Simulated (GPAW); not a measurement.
# NaY in GPAW: the effect of functional

Crystal: NaY.

```
Na Y
1.0
     4.01188    0.00000    0.00000
     0.00000    4.01188    0.00000
     0.00000    0.00000    4.01188
Na Y
1 1
Direct
  0.00000 0.00000 0.00000
  0.50000 0.50000 0.50000
```

The cell was built by a generator and needn't be a form met in nature.

Alike in all runs:

| Quantity | Value |
| --- | --- |
| Program | GPAW 26.7.0 |
| Task | band structure |
| Cutoff | 800 eV |
| Basis | pw |
| k mesh | 7 × 7 × 7 |
| Occupations | fermi-dirac, width 0.05 eV |
| Spin | no spin polarisation |

```csv
functional,potentials or basis,pressure (GPa)
LDA,the program's PAW data sets (release 1.2.1) made for this functional,-2.2
PBEsol,PAW data sets generated in the run's folder for this functional,?
RPBE,the program's PAW data sets (release 1.2.1) made for this functional,1.1
revPBE,the program's PAW data sets (release 1.2.1) made for this functional,0.9
BLYP,PAW data sets generated in the run's folder for this functional,0.6
```

**Question.** What does the run with functional PBEsol give?

**Answer.** Pressure -0.9 GPa.

Runs at the PBE level aren't shown here.
